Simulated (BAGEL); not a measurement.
# B2NH4Cl (SMILES BNBCl) at RI-MP2/def2-SVPD (density fitting with qzvpp-jkfit)

Aim: the energy change on altering one bond length of B2NH4Cl at RI-MP2/def2-SVPD (density fitting with qzvpp-jkfit), from 2 runs. 

The results are computed with BAGEL 1.2.2.

1 further run of the same task is left out (set aside as unsound or not needed).

## 1. Starting point

B2NH4Cl: 8 atoms, total charge 0, spin state singlet. SMILES: `BNBCl`. The shape is that of a GFN2-xTB optimisation. This is one conformer, not always the lowest.

Bond lengths: B1–N2 1.414 Å, N2–B3 1.417 Å, B3–Cl4 1.701 Å, B1–H5 1.167 Å, B1–H6 1.170 Å, N2–H7 1.011 Å, B3–H8 1.174 Å. Angles: B1–N2–B3 130.6°, N2–B3–Cl4 121.0°, B1–N2–H7 115.4°, B3–N2–H7 114.0°, N2–B1–H5 119.6°, N2–B1–H6 118.4°, N2–B3–H8 120.2°, Cl4–B3–H8 118.8°, H5–B1–H6 122.0°.

## 2. A single-point energy at RI-MP2/def2-SVPD (density fitting with qzvpp-jkfit)

Input file input.json:

```json
{ "bagel": [

{
  "title": "molecule",
  "basis": "def2-svpd.json",
  "df_basis": "qzvpp-jkfit",
  "angstrom": true,
  "geometry": [
    { "atom": "B", "xyz": [    0.119760,    1.186110,   -0.529060 ] },
    { "atom": "N", "xyz": [   -0.027290,    0.190150,    0.463460 ] },
    { "atom": "B", "xyz": [   -0.107510,   -1.219800,    0.350540 ] },
    { "atom": "Cl", "xyz": [   -0.030010,   -1.983590,   -1.167180 ] },
    { "atom": "H", "xyz": [    0.193210,    0.874390,   -1.651160 ] },
    { "atom": "H", "xyz": [    0.164800,    2.305620,   -0.191760 ] },
    { "atom": "H", "xyz": [   -0.084540,    0.530670,    1.413790 ] },
    { "atom": "H", "xyz": [   -0.228410,   -1.883540,    1.311370 ] }
  ]
},
{ "title": "hf", "charge": 0 },
{ "title": "mp2", "charge": 0, "ncore": 8 }

]}
```

The basis set def2-SVPD is read from a file made from the Basis Set Exchange's data (not shown).

On the command line:

```sh
$ BAGEL_NUM_THREADS=1 BAGEL input.json > input.out
```

The program printed:

```text
* using 1 threads per process

  ===============================================================
  ===============================================================

  *** Geometry ***

  { "atom" : "B", "xyz" : [      0.226314,      2.241423,     -0.999779 ] },
  { "atom" : "N", "xyz" : [     -0.051571,      0.359331,      0.875812 ] },
  { "atom" : "B", "xyz" : [     -0.203164,     -2.305088,      0.662425 ] },
  { "atom" : "Cl", "xyz" : [     -0.056711,     -3.748442,     -2.205651 ] },
  { "atom" : "H", "xyz" : [      0.365114,      1.652358,     -3.120240 ] },
  { "atom" : "H", "xyz" : [      0.311427,      4.356990,     -0.362374 ] },
  { "atom" : "H", "xyz" : [     -0.159757,      1.002821,      2.671676 ] },
  { "atom" : "H", "xyz" : [     -0.431632,     -3.559375,      2.478130 ] },

  Number of auxiliary basis functions:      427

  Since a DF basis is specified, we compute 2- and 3-index integrals:
    o Being stored without compression. Storage requirement is 0.048 GB

  Number of basis functions:      119
  Number of electrons      :       38

    * METHOD: MOLECULE                             0.16

  *** RHF ***

  === Nuclear Repulsion ===
   127.5774278340

      * DIIS with orbital gradients will be used.

  === RHF iteration (def2-svpd.json) ===
      0       -565.38483202          0.01428515           0.06
      1       -565.50377331          0.00881943           0.07
      2       -565.53964106          0.00136367           0.06
      3       -565.54125355          0.00023616           0.06
      4       -565.54131305          0.00006758           0.06
      5       -565.54131831          0.00001725           0.06
      6       -565.54131873          0.00000711           0.06
      7       -565.54131879          0.00000185           0.06
      8       -565.54131880          0.00000059           0.06
      9       -565.54131880          0.00000019           0.06
     10       -565.54131880          0.00000006           0.07
     11       -565.54131880          0.00000002           0.06
     12       -565.54131880          0.00000001           0.06
    * SCF iteration converged.

    * Permanent dipole moment:
           (    0.035627,    -0.346443,    -0.689146) a.u.

    * METHOD: HF                                   0.94

  *** RHF ***

  === Nuclear Repulsion ===
   127.5774278340

      * DIIS with orbital gradients will be used.

  === RHF iteration (def2-svpd.json) ===
      0       -565.54131880          0.00000000           0.06
    * SCF iteration converged.

    * Permanent dipole moment:
           (    0.035627,    -0.346443,    -0.689146) a.u.

  === DF-MP2 calculation ===

    * freezing 8 orbitals
    * 3-index integral transformation done
    * assembly done

      MP2 correlation energy:   -0.4934256947      0.04

      MP2 total energy:       -566.0347444929

    * METHOD: MP2                                  0.17

  ===============================================================
```

Wall time 1.6 s (1 thread of Intel Xeon 6975P-C (Granite Rapids), shared host); peak memory 0.14 GiB.

## 3. The distorted shape

Input file input.json:

```json
{ "bagel" : [

{
  "title" : "molecule",
  "basis" : "def2-svpd.json",
  "df_basis" : "qzvpp-jkfit",
  "angstrom" : true,
  "geometry" : [
    { "atom" : "B", "xyz" : [       0.137891,       1.285647,      -0.673150 ] },
    { "atom" : "N", "xyz" : [      -0.009159,       0.289687,       0.319370 ] },
    { "atom" : "B", "xyz" : [      -0.089379,      -1.120263,       0.206450 ] },
    { "atom" : "Cl", "xyz" : [      -0.011879,      -1.884053,      -1.311270 ] },
    { "atom" : "H", "xyz" : [       0.211341,       0.973927,      -1.795250 ] },
    { "atom" : "H", "xyz" : [       0.182931,       2.405157,      -0.335850 ] },
    { "atom" : "H", "xyz" : [      -0.066409,       0.630207,       1.269700 ] },
    { "atom" : "H", "xyz" : [      -0.228410,      -1.883540,       1.311370 ] }
  ]
},

{ "title" : "hf" },

{ "title" : "mp2", "ncore" : 8 }

]}
```

The basis set def2-SVPD is read from a file made from the Basis Set Exchange's data (not shown).

On the command line:

```sh
$ BAGEL_NUM_THREADS=1 BAGEL input.json > input.out
```

The program printed:

```text
* using 1 threads per process

  ===============================================================
  ===============================================================

  *** Geometry ***

  { "atom" : "B", "xyz" : [      0.260576,      2.429521,     -1.272069 ] },
  { "atom" : "N", "xyz" : [     -0.017308,      0.547429,      0.603522 ] },
  { "atom" : "B", "xyz" : [     -0.168902,     -2.116990,      0.390134 ] },
  { "atom" : "Cl", "xyz" : [     -0.022448,     -3.560344,     -2.477941 ] },
  { "atom" : "H", "xyz" : [      0.399377,      1.840455,     -3.392531 ] },
  { "atom" : "H", "xyz" : [      0.345689,      4.545088,     -0.634665 ] },
  { "atom" : "H", "xyz" : [     -0.125495,      1.190919,      2.399385 ] },
  { "atom" : "H", "xyz" : [     -0.431632,     -3.559375,      2.478130 ] },

  Number of auxiliary basis functions:      427

  Since a DF basis is specified, we compute 2- and 3-index integrals:
    o Being stored without compression. Storage requirement is 0.048 GB

  Number of basis functions:      119
  Number of electrons      :       38

    * METHOD: MOLECULE                             0.19

  *** RHF ***

  === Nuclear Repulsion ===
   126.9351093217

      * DIIS with orbital gradients will be used.

  === RHF iteration (def2-svpd.json) ===
      0       -565.37327629          0.01428871           0.08
      1       -565.49405897          0.00886256           0.07
      2       -565.53069800          0.00136524           0.08
      3       -565.53236597          0.00024518           0.07
      4       -565.53243111          0.00007078           0.07
      5       -565.53243693          0.00001905           0.07
      6       -565.53243741          0.00000786           0.09
      7       -565.53243749          0.00000196           0.06
      8       -565.53243750          0.00000062           0.06
      9       -565.53243750          0.00000020           0.05
     10       -565.53243750          0.00000006           0.05
     11       -565.53243750          0.00000002           0.05
     12       -565.53243750          0.00000001           0.05
    * SCF iteration converged.

    * Permanent dipole moment:
           (    0.023537,    -0.402576,    -0.586104) a.u.

    * METHOD: HF                                   1.05

  *** RHF ***

  === Nuclear Repulsion ===
   126.9351093217

      * DIIS with orbital gradients will be used.

  === RHF iteration (def2-svpd.json) ===
      0       -565.53243750          0.00000000           0.05
    * SCF iteration converged.

    * Permanent dipole moment:
           (    0.023537,    -0.402576,    -0.586105) a.u.

  === DF-MP2 calculation ===

    * freezing 8 orbitals
    * 3-index integral transformation done
    * assembly done

      MP2 correlation energy:   -0.4943168238      0.04

      MP2 total energy:       -566.0267543220

    * METHOD: MP2                                  0.16

  ===============================================================
```

Run time: 1.8 s. Hardware: 1 thread of Intel Xeon 6975P-C (Granite Rapids), shared host; peak memory 0.14 GiB.

## 4. Results

Level: RI-MP2/def2-SVPD (density fitting with qzvpp-jkfit), 8 core orbitals frozen.

| quantity | value |
| --- | --- |
| first shape: total energy | -566.03474 Eh |
| first shape: correlation energy (8 core orbitals frozen) | -493.4 mEh |
| distorted shape: total energy | -566.02675 Eh |
| distorted shape: correlation energy (8 core orbitals frozen) | -494.3 mEh |
| energy change with the B3–H8 bond stretched from 1.174 to 1.350 Å | 0.217 eV |

In words: With the B3–H8 bond stretched from 1.174 to 1.350 Å the energy rises by 0.22 eV (5.0 kcal/mol). The first shape isn't relaxed at this level, so the change isn't measured from a minimum.
